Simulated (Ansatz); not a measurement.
# AlGaHF (singlet): wave-function methods side by side, cc-pVDZ

Aim: climb from Hartree-Fock through coupled cluster and multireference methods for AlGaHF (singlet) at one geometry and basis, and see what each rung misses.

Program: Ansatz 0.2.0, Gaussian basis. Level of theory: cc-pVDZ, core rule «outside noble gas», up to 20 orbitals frozen. These are calculated values, not measurements.

The runs, in order: UHF; CCSD(T) on RHF; CCSD(T) on UHF; BCCD(T) on RHF; CISD; CCSDT(Q) on RHF; CCSDT(Q) on UHF; CASSCF and MRCISD+Q, 8 electrons in 8 orbitals; CASSCF and NEVPT2, 8 electrons in 8 orbitals.

27 further runs of the same task are left out: 17 that didn't finish, 10 set aside as unsound or not needed.

## Step 1: What is computed

The geometry is a PBE0/def2-TZVP stationary point (not a proven minimum) of the parent state, kept for this charge and spin. No spin-orbit coupling is included. The filled d shell of Ga may be among the frozen orbitals whatever the setting's name suggests; the logs give the count.

4 atoms, charge 0, spin multiplicity 1.

Atoms are counted from 1 here; the program's logs count them from 0.

Bond lengths: Al1–Ga2 2.489 Å, Ga2–F3 1.768 Å, Ga2–H4 1.568 Å. Angles: Al1–Ga2–F3 112.3°, Al1–Ga2–H4 130.1°, F3–Ga2–H4 117.6°.

## Step 2: UHF

in.yaml reads:

```yaml
crystal:
  periodic: [false, false, false]
  atoms:
    - {symbol: Al, position_ang: [0.000000, -0.281835, 2.028359]}
    - {symbol: Ga, position_ang: [0.000000, 0.366101, -0.374949]}
    - {symbol: F, position_ang: [0.000000, -1.038096, -1.449566]}
    - {symbol: H, position_ang: [0.000000, 1.786664, -1.038005]}
basis:
  gaussian: {orbitals: cc-pVDZ}
magnetization: {spin_polarized: true, initial_magnetization: 0}
hamiltonian: {xc: hf}
output: {orbitals: {seedname: orbitals}}
```

The run is started by

```bash
$ ansatz run in.yaml --threads 1 --pin off --events-out ev --progress --plain --max-ram 2393MiB
```

The runs that follow: CCSD(T) on RHF; CCSD(T) on UHF; BCCD(T) on RHF; CISD; CCSDT(Q) on RHF; CCSDT(Q) on UHF; CASSCF and MRCISD+Q, 8 electrons in 8 orbitals; CASSCF and NEVPT2, 8 electrons in 8 orbitals.

Q: Predict the results of all the runs planned. Wanted: RCCSDT(Q) below the RHF energy; RMP2 from RCCSDT(Q); UMP2 from RCCSDT(Q); RCCSD from RCCSDT(Q); RCCSD(T) from RCCSDT(Q); UCCSD(T) from RCCSDT(Q); UCCSDT(Q) from RCCSDT(Q); MRCISD+Q frontier from RCCSDT(Q); T1 diagnostic.

The runs gave:

```
                         quantity                                                  value
   RCCSDT(Q) below the RHF energy                                             -8.9245 eV
              RMP2 from RCCSDT(Q)                                            +1026.1 meV
              UMP2 from RCCSDT(Q)                                            +1159.7 meV
             RCCSD from RCCSDT(Q)                                             +215.8 meV
          RCCSD(T) from RCCSDT(Q)                                              +44.9 meV
          UCCSD(T) from RCCSDT(Q)                                              +54.5 meV
         UCCSDT(Q) from RCCSDT(Q)                                               +1.2 meV
 MRCISD+Q frontier from RCCSDT(Q)                                              +42.4 meV
levels within 1 kcal/mol (43 meV)  BCCD(T), RCCSDT, UCCSDT, UCCSDT(Q), MRCISD+Q frontier
                    T1 diagnostic                                                  0.018
```

RCCSD(T) lands +44.9 meV from the yardstick (0.5 % of the correlation energy). These misses are within one basis, not against nature.
